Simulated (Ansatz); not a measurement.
# CH₉N₃OSi: a ladder of functionals and wavefunction methods

The task here is to estimate one member of a computed series from the others.

Computed with Ansatz 0.2.0, Gaussian basis. Level: functionals in def2-TZVPP, the program's frozen cores in correlated methods.

Plan: LDA (SPW92), PBE-D4, revPBE-D4, BLYP-D4, r2SCAN-D4, B97M-V, PBE0-D4, B3LYP-D4, r2SCANh-D4, r2SCAN0-D4, HSE06-D4, BHLYP-D4, CAM-B3LYP-D4, LC-ωPBE, ωB97X-V, ωB97M-V, B2PLYP, PBE-QIDH; CCSD(T)/def2-SVP; MP2/def2-TZVPP; MP2/def2-QZVPP; RPA on PBE.

### The relaxed structure

An earlier PBE0-D4 in a triple-zeta def2 set relaxation fixed the geometry.

SMILES `CO[Si](N)(N)N`, 15 atoms, charge 0, spin multiplicity 1.

Atoms are counted from 1 here; the program's logs count them from 0.

Bond lengths: C1–O2 1.404 Å, C1–H7 1.092 Å, C1–H8 1.096 Å, C1–H9 1.097 Å, O2–Si3 1.646 Å, Si3–N4 1.717 Å, Si3–N5 1.708 Å, Si3–N6 1.705 Å, N4–H10 1.007 Å, N4–H11 1.007 Å, N5–H12 1.006 Å, N5–H13 1.005 Å, N6–H14 1.006 Å, N6–H15 1.005 Å. Angles: O2–C1–H7 108.5°, O2–C1–H8 111.8°, O2–C1–H9 111.3°, H7–C1–H8 108.6°, H7–C1–H9 108.3°, H8–C1–H9 108.2°, C1–O2–Si3 123.4°, O2–Si3–N4 105.8°, O2–Si3–N5 100.9°, O2–Si3–N6 119.4°, N4–Si3–N5 122.5°, N4–Si3–N6 103.2°, N5–Si3–N6 106.4°, Si3–N4–H10 119.7°, Si3–N4–H11 119.8°, H10–N4–H11 111.0°, Si3–N5–H12 119.3°, Si3–N5–H13 121.3° and more.

Coordinates:

```xyz
15

C     0.21208   -0.95156    1.93887
O     0.44678    0.20790    1.18296
Si    0.00054    0.36915   -0.39305
N     0.80263   -0.89236   -1.23706
N     0.35164    2.01894   -0.65970
N    -1.63324    0.14909   -0.82633
H     0.70530   -0.84008    2.90706
H     0.60718   -1.84695    1.44563
H    -0.85965   -1.10282    2.11468
H     1.77444   -1.07879   -1.04999
H     0.58047   -1.06921   -2.20285
H     1.03522    2.47626   -0.08035
H     0.31110    2.41862   -1.58139
H    -2.31588    0.85716   -0.61729
H    -2.04040   -0.76615   -0.91190
```

The first run:

Contents of in.yaml:

```yaml
crystal:
  periodic: [false, false, false]
  atoms:
    - {symbol: C, position_ang: [0.212081, -0.951558, 1.938875]}
    - {symbol: O, position_ang: [0.446781, 0.207901, 1.182956]}
    - {symbol: Si, position_ang: [0.000542, 0.369152, -0.393047]}
    - {symbol: N, position_ang: [0.802627, -0.892362, -1.237056]}
    - {symbol: N, position_ang: [0.351642, 2.018940, -0.659702]}
    - {symbol: N, position_ang: [-1.633237, 0.149092, -0.826328]}
    - {symbol: H, position_ang: [0.705295, -0.840085, 2.907060]}
    - {symbol: H, position_ang: [0.607179, -1.846946, 1.445633]}
    - {symbol: H, position_ang: [-0.859648, -1.102815, 2.114677]}
    - {symbol: H, position_ang: [1.774436, -1.078791, -1.049992]}
    - {symbol: H, position_ang: [0.580470, -1.069214, -2.202848]}
    - {symbol: H, position_ang: [1.035219, 2.476259, -0.080347]}
    - {symbol: H, position_ang: [0.311099, 2.418621, -1.581387]}
    - {symbol: H, position_ang: [-2.315884, 0.857157, -0.617291]}
    - {symbol: H, position_ang: [-2.040402, -0.766150, -0.911902]}
basis:
  gaussian: {orbitals: def2-TZVPP}
hamiltonian: {xc: lda}
output: {orbitals: {seedname: orbitals}}
```

The run is started by

```bash
$ ansatz run in.yaml --threads 4 --pin off --events-out ev --progress --plain --max-ram 11315MiB
```

Among the steps run: LDA; PBE-D4 (GGA); revPBE-D4 (GGA); BLYP-D4 (GGA); r2SCAN-D4 (meta-GGA); B97M-V (meta-GGA); PBE0-D4 (hybrid); B3LYP-D4 (hybrid); r2SCANh-D4 (hybrid); r2SCAN0-D4 (hybrid); HSE06-D4 (hybrid); BHLYP-D4 (hybrid); CAM-B3LYP-D4 (range-separated); LC-ωPBE (range-separated); ωB97X-V (range-separated); ωB97M-V (range-separated); B2PLYP (double hybrid); PBE-QIDH (double hybrid).

One of the session's tables, all rows but one given; the rest of the session is left out.

It belongs to the step «Frontier levels by functional». 

```
  functional  HOMO (eV)  LUMO (eV)  gap (eV)
 LDA (SPW92)      -5.49      -0.10      5.40
      PBE-D4      -5.32       0.04      5.36
   revPBE-D4      -5.26       0.12      5.38
     BLYP-D4      -5.20       0.01      5.21
   r2SCAN-D4      -5.63       0.76      6.38
      B97M-V      -5.73       0.21      5.93
     PBE0-D4      -6.78       0.85      7.63
    B3LYP-D4      -6.53       0.50      7.03
  r2SCANh-D4      -6.17       0.99      7.16
  r2SCAN0-D4      -7.00       1.32      8.32
    HSE06-D4      -6.37       0.49      6.86
    BHLYP-D4      -8.16       1.44      9.60
CAM-B3LYP-D4      -8.23       1.59      9.82
     LC-ωPBE          ?          ?         ?
     ωB97X-V      -9.26       2.68     11.94
     ωB97M-V      -9.17       2.22     11.39
```

Q: Estimate the row for LC-ωPBE from the others.

**Answer.** HOMO (eV): -9.65; LUMO (eV): 2.92; gap (eV): 12.57. In the column «HOMO (eV)» it is the lowest.
